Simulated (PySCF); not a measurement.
# A gas-phase reaction: ClF2GeH + N2O → ClF2GeHO + N2

Wanted: the reaction energy for `[F][GeH]([F])[Cl]` + `[N-]=[N+]=O` → `[OH][Ge]([F])([F])[Cl]` + `N#N`.

Programs: PySCF 2.14.0. All values are calculated, for the isolated system unless a continuum is named. Atoms count from 0, parts from 1.

## (1) Starting point

Each species was relaxed by itself at PBE0-D3(BJ)/def2-SVPD.

## (2) Reaction energy: wB97M-D3(BJ)/def2-TZVPD

Job settings and geometry (Å):

```
{"job": {"kind": "react", "xc": "wB97M-D3(BJ)", "basis": "def2-TZVPD"}, "charge": 0, "multiplicity": 1}
-1 ClF2GeH charge 0 multiplicity 1
F     -0.469750    -1.151250     1.159150
Ge     0.107050    -0.043760    -0.035100
F      0.582540     1.360770     0.851660
Cl    -1.541640     0.493910    -1.265400
H      1.291340    -0.630820    -0.784070

-1 N2O charge 0 multiplicity 1
N      1.146730    -0.016480    -0.013610
N      0.021960    -0.010720    -0.019390
O     -1.154880    -0.004690    -0.025440

+1 ClF2GeHO charge 0 multiplicity 1
O      1.241680     0.554910    -0.419330
Ge    -0.324920    -0.033630     0.051600
F     -0.310590    -0.580430     1.686100
F     -0.759620    -1.425150    -0.866620
Cl    -1.769600     1.476210    -0.198040
H      1.957900    -0.081330    -0.310370

+1 N2 charge 0 multiplicity 1
N      0.534150     0.102730    -0.072410
N     -0.534160    -0.102730     0.072410
```

Method: wB97M-D3(BJ)/def2-TZVPD reaction energy of separated species, gas phase.

The run is started by

```sh
$ OMP_NUM_THREADS=1 python cluster_run.py task.json out
```

The driver reads the jobs from task.json and runs them one after another.

Log:

```text
species 1 (ClF2GeH)
coarse grid: 26808 points
cycle   1  E = -2737.6541283570  dE = -3.728e-01  |g| = 1.047e+00  |ddm| = 1.753e+00
cycle   2  E = -2737.6037321990  dE =  5.040e-02  |g| = 1.340e+00  |ddm| = 1.215e+00
cycle   3  E = -2737.8180309050  dE = -2.143e-01  |g| = 6.973e-02  |ddm| = 6.094e-01
cycle   4  E = -2737.8188182375  dE = -7.873e-04  |g| = 3.716e-02  |ddm| = 6.507e-02
cycle   5  E = -2737.8190183866  dE = -2.001e-04  |g| = 5.901e-03  |ddm| = 2.278e-02
cycle   6  E = -2737.8190302196  dE = -1.183e-05  |g| = 2.093e-03  |ddm| = 8.662e-03
cycle   7  E = -2737.8190316503  dE = -1.431e-06  |g| = 6.153e-04  |ddm| = 2.987e-03
final grid: 53368 points
cycle   8  E = -2737.8188902958  dE = -3.947e-07  |g| = 5.460e-04  |ddm| = 2.005e-03
cycle   9  E = -2737.8188903095  dE = -1.372e-08  |g| = 6.086e-04  |ddm| = 6.014e-04
cycle  10  E = -2737.8188903590  dE = -4.945e-08  |g| = 5.952e-05  |ddm| = 2.707e-04
cycle  11  E = -2737.8188903610  dE = -2.029e-09  |g| = 3.099e-05  |ddm| = 1.044e-04
cycle  12  E = -2737.8188903614  dE = -4.552e-10  |g| = 4.144e-06  |ddm| = 5.360e-05
converged SCF energy = -2737.8188903614

species 2 (N2O)
coarse grid: 15424 points
cycle   1  E = -184.6618545661  dE =  6.983e-01  |g| = 8.261e-01  |ddm| = 1.717e+00
cycle   2  E = -184.5841359667  dE =  7.772e-02  |g| = 1.134e+00  |ddm| = 9.885e-01
cycle   3  E = -184.7852498333  dE = -2.011e-01  |g| = 1.174e-01  |ddm| = 4.952e-01
cycle   4  E = -184.7864121829  dE = -1.162e-03  |g| = 8.425e-02  |ddm| = 1.014e-01
cycle   5  E = -184.7877135476  dE = -1.301e-03  |g| = 1.003e-02  |ddm| = 4.527e-02
cycle   6  E = -184.7877338511  dE = -2.030e-05  |g| = 1.578e-03  |ddm| = 1.117e-02
cycle   7  E = -184.7877347427  dE = -8.916e-07  |g| = 4.463e-04  |ddm| = 4.009e-03
final grid: 33192 points
cycle   8  E = -184.7877158617  dE = -2.516e-08  |g| = 5.812e-04  |ddm| = 1.928e-03
cycle   9  E = -184.7877157170  dE =  1.447e-07  |g| = 1.087e-03  |ddm| = 7.542e-04
cycle  10  E = -184.7877159327  dE = -2.157e-07  |g| = 4.350e-05  |ddm| = 5.312e-04
cycle  11  E = -184.7877159332  dE = -5.349e-10  |g| = 2.680e-05  |ddm| = 9.346e-05
converged SCF energy = -184.7877159332

species 3 (ClF2GeHO)
coarse grid: 31984 points
cycle   1  E = -2812.9191590319  dE = -1.513e-01  |g| = 1.183e+00  |ddm| = 2.023e+00
cycle   2  E = -2812.8734524230  dE =  4.571e-02  |g| = 1.440e+00  |ddm| = 1.401e+00
cycle   3  E = -2813.1274675643  dE = -2.540e-01  |g| = 5.206e-02  |ddm| = 7.001e-01
cycle   4  E = -2813.1279878353  dE = -5.203e-04  |g| = 2.610e-02  |ddm| = 5.712e-02
cycle   5  E = -2813.1281035953  dE = -1.158e-04  |g| = 8.062e-03  |ddm| = 1.936e-02
cycle   6  E = -2813.1281135126  dE = -9.917e-06  |g| = 2.418e-03  |ddm| = 6.241e-03
final grid: 64576 points
cycle   7  E = -2813.1280079448  dE = -5.997e-07  |g| = 2.506e-03  |ddm| = 3.589e-03
cycle   8  E = -2813.1280076313  dE =  3.135e-07  |g| = 2.925e-03  |ddm| = 2.594e-03
cycle   9  E = -2813.1280088978  dE = -1.267e-06  |g| = 2.041e-04  |ddm| = 1.337e-03
cycle  10  E = -2813.1280089054  dE = -7.545e-09  |g| = 4.258e-05  |ddm| = 1.515e-04
cycle  11  E = -2813.1280089068  dE = -1.366e-09  |g| = 9.940e-06  |ddm| = 9.998e-05
cycle  12  E = -2813.1280089068  dE = -3.365e-11  |g| = 5.039e-06  |ddm| = 1.088e-05
converged SCF energy = -2813.1280089068

species 4 (N2)
coarse grid: 10240 points
cycle   1  E = -109.6045709760  dE =  4.455e-02  |g| = 1.682e-01  |ddm| = 1.300e+00
cycle   2  E = -109.6103820601  dE = -5.811e-03  |g| = 7.387e-02  |ddm| = 1.523e-01
cycle   3  E = -109.6112825815  dE = -9.005e-04  |g| = 6.548e-03  |ddm| = 4.575e-02
cycle   4  E = -109.6112967651  dE = -1.418e-05  |g| = 1.069e-03  |ddm| = 1.769e-02
cycle   5  E = -109.6112972454  dE = -4.803e-07  |g| = 2.349e-04  |ddm| = 1.190e-03
final grid: 21984 points
cycle   6  E = -109.6112968586  dE = -3.450e-08  |g| = 7.889e-05  |ddm| = 5.835e-04
cycle   7  E = -109.6112968614  dE = -2.779e-09  |g| = 3.017e-05  |ddm| = 1.406e-04
cycle   8  E = -109.6112968616  dE = -2.783e-10  |g| = 8.377e-06  |ddm| = 5.216e-05
converged SCF energy = -109.6112968616

Reaction energy = -83.410 kcal/mol
```

It took 35 s on 1 thread of Arm Neoverse V1, shared host; peak memory 0.76 GiB.

Species by species (with the dispersion term, which the log's SCF energies lack):

```
 ν                 species  energy (Eh)  HOMO (eV)
-1       [F][GeH]([F])[Cl]  -2737.82261     -12.40
-1             [N-]=[N+]=O   -184.78947     -12.17
+1  [OH][Ge]([F])([F])[Cl]  -2813.13297     -12.65
+1                     N#N   -109.61204     -14.89
```

## (3) Reaction energy: PBE0-D3(BJ)/def2-TZVPD

The job, as its differences from that of step 2:

```diff
@@ -1,2 +1,2 @@
-{"job": {"kind": "react", "xc": "wB97M-D3(BJ)", "basis": "def2-TZVPD"}, "charge": 0, "multiplicity": 1}
+{"job": {"kind": "react", "xc": "PBE0", "basis": "def2-TZVPD", "disp": "d3bj"}, "charge": 0, "multiplicity": 1}
 -1 ClF2GeH charge 0 multiplicity 1
```

Level: PBE0-D3(BJ)/def2-TZVPD reaction energy of separated species, gas phase.

Log:

```text
species 1 (ClF2GeH)
coarse grid: 26808 points
cycle   1  E = -2736.9563797635  dE = -2.863e-01  |g| = 1.085e+00  |ddm| = 1.799e+00
cycle   2  E = -2736.6465459455  dE =  3.098e-01  |g| = 1.859e+00  |ddm| = 1.535e+00
cycle   3  E = -2737.1125197735  dE = -4.660e-01  |g| = 1.576e-01  |ddm| = 9.806e-01
cycle   4  E = -2737.1155146414  dE = -2.995e-03  |g| = 5.092e-02  |ddm| = 1.114e-01
cycle   5  E = -2737.1158411717  dE = -3.265e-04  |g| = 7.185e-03  |ddm| = 2.736e-02
cycle   6  E = -2737.1158511294  dE = -9.958e-06  |g| = 2.396e-03  |ddm| = 6.154e-03
final grid: 53368 points
cycle   7  E = -2737.1158082862  dE =  4.617e-07  |g| = 3.074e-03  |ddm| = 4.096e-03
cycle   8  E = -2737.1158068243  dE =  1.462e-06  |g| = 4.158e-03  |ddm| = 5.017e-03
cycle   9  E = -2737.1158105467  dE = -3.722e-06  |g| = 3.586e-04  |ddm| = 2.779e-03
cycle  10  E = -2737.1158105688  dE = -2.211e-08  |g| = 7.372e-05  |ddm| = 2.134e-04
cycle  11  E = -2737.1158105694  dE = -6.207e-10  |g| = 9.705e-06  |ddm| = 3.692e-05
converged SCF energy = -2737.1158105694

species 2 (N2O)
coarse grid: 3216 points
cycle   1  E = -184.4535303698  dE =  7.159e-01  |g| = 7.390e-01  |ddm| = 1.711e+00
cycle   2  E = -184.1504311181  dE =  3.031e-01  |g| = 1.537e+00  |ddm| = 1.024e+00
cycle   3  E = -184.5235263145  dE = -3.731e-01  |g| = 3.651e-01  |ddm| = 7.201e-01
cycle   4  E = -184.5487841345  dE = -2.526e-02  |g| = 9.413e-02  |ddm| = 2.242e-01
cycle   5  E = -184.5504310767  dE = -1.647e-03  |g| = 6.996e-03  |ddm| = 4.642e-02
cycle   6  E = -184.5504381927  dE = -7.116e-06  |g| = 2.067e-03  |ddm| = 4.688e-03
final grid: 33192 points
cycle   7  E = -184.5460659258  dE =  2.287e-05  |g| = 1.443e-02  |ddm| = 4.925e-02
cycle   8  E = -184.5457695190  dE =  2.964e-04  |g| = 4.136e-02  |ddm| = 2.670e-02
cycle   9  E = -184.5461037025  dE = -3.342e-04  |g| = 2.920e-03  |ddm| = 2.052e-02
cycle  10  E = -184.5461052113  dE = -1.509e-06  |g| = 4.856e-04  |ddm| = 1.401e-03
cycle  11  E = -184.5461052488  dE = -3.757e-08  |g| = 8.087e-05  |ddm| = 2.521e-04
cycle  12  E = -184.5461052503  dE = -1.419e-09  |g| = 1.161e-05  |ddm| = 7.082e-05
cycle  13  E = -184.5461052503  dE = -2.927e-11  |g| = 5.719e-07  |ddm| = 7.494e-06
converged SCF energy = -184.5461052503

species 3 (ClF2GeHO)
coarse grid: 31984 points
cycle   1  E = -2812.1069108616  dE = -3.879e-02  |g| = 1.265e+00  |ddm| = 2.085e+00
cycle   2  E = -2811.7458909913  dE =  3.610e-01  |g| = 2.042e+00  |ddm| = 1.847e+00
cycle   3  E = -2812.3287787915  dE = -5.829e-01  |g| = 1.020e-01  |ddm| = 1.187e+00
cycle   4  E = -2812.3300129613  dE = -1.234e-03  |g| = 6.021e-02  |ddm| = 9.707e-02
cycle   5  E = -2812.3305114737  dE = -4.985e-04  |g| = 1.057e-02  |ddm| = 3.577e-02
cycle   6  E = -2812.3305277172  dE = -1.624e-05  |g| = 5.144e-03  |ddm| = 8.304e-03
cycle   7  E = -2812.3305320679  dE = -4.351e-06  |g| = 1.063e-03  |ddm| = 2.967e-03
final grid: 64576 points
cycle   8  E = -2812.3305297051  dE = -1.097e-07  |g| = 1.376e-03  |ddm| = 2.236e-03
cycle   9  E = -2812.3305293643  dE =  3.408e-07  |g| = 2.006e-03  |ddm| = 1.902e-03
cycle  10  E = -2812.3305300422  dE = -6.780e-07  |g| = 2.104e-04  |ddm| = 1.124e-03
cycle  11  E = -2812.3305300504  dE = -8.199e-09  |g| = 3.253e-05  |ddm| = 1.283e-04
cycle  12  E = -2812.3305300506  dE = -1.605e-10  |g| = 5.692e-06  |ddm| = 2.388e-05
converged SCF energy = -2812.3305300506

species 4 (N2)
coarse grid: 2128 points
cycle   1  E = -109.4495493196  dE =  1.300e-01  |g| = 1.031e-01  |ddm| = 1.274e+00
cycle   2  E = -109.4509831629  dE = -1.434e-03  |g| = 4.737e-02  |ddm| = 1.020e-01
cycle   3  E = -109.4514058556  dE = -4.227e-04  |g| = 9.134e-03  |ddm| = 3.531e-02
cycle   4  E = -109.4514225362  dE = -1.668e-05  |g| = 5.123e-04  |ddm| = 5.402e-03
cycle   5  E = -109.4514225834  dE = -4.714e-08  |g| = 7.833e-05  |ddm| = 4.379e-04
final grid: 21984 points
cycle   6  E = -109.4466152919  dE = -6.491e-06  |g| = 2.531e-03  |ddm| = 6.146e-02
cycle   7  E = -109.4466159455  dE = -6.537e-07  |g| = 1.590e-03  |ddm| = 2.734e-03
cycle   8  E = -109.4466164481  dE = -5.025e-07  |g| = 4.414e-05  |ddm| = 9.840e-04
cycle   9  E = -109.4466164485  dE = -3.857e-10  |g| = 4.702e-06  |ddm| = 5.185e-05
converged SCF energy = -109.4466164485

Reaction energy = -72.561 kcal/mol
```

Wall time 18 s (1 thread of Arm Neoverse V1, shared host); peak memory 0.69 GiB.

Reaction energy at this level: -72.56 kcal/mol.

## (4) Comparing the runs

Energies in kcal/mol, with wall time:

```
                    run  reaction  time
wB97M-D3(BJ)/def2-TZVPD    -83.41  35 s
 PBE0-D3(BJ)/def2-TZVPD    -72.56  18 s
```

## (5) What came out

```
                                                quantity                      value
               reaction energy (wB97M-D3(BJ)/def2-TZVPD)            -83.41 kcal/mol
                     ΔH, ΔG at 298 K (xTB thermal terms)      -83.1, -83.2 kcal/mol
range of the reaction energy over the runs of this table  -83.41 to -72.56 kcal/mol
```

**Reading.** The reaction is exothermic by 83.1 kcal/mol in the gas phase; dispersion gives -0.14, and xTB itself gave -3.56 for the electronic energy (xTB energies and thermal terms come from the earlier relaxation of each species, not shown). No barrier was sought. xTB and this level differ widely in the electronic energy, so what comes from xTB (the thermal terms above all) is less safe here. The reaction energy runs from -83.41 (wB97M-D3(BJ)/def2-TZVPD) to -72.56 kcal/mol (PBE0-D3(BJ)/def2-TZVPD).
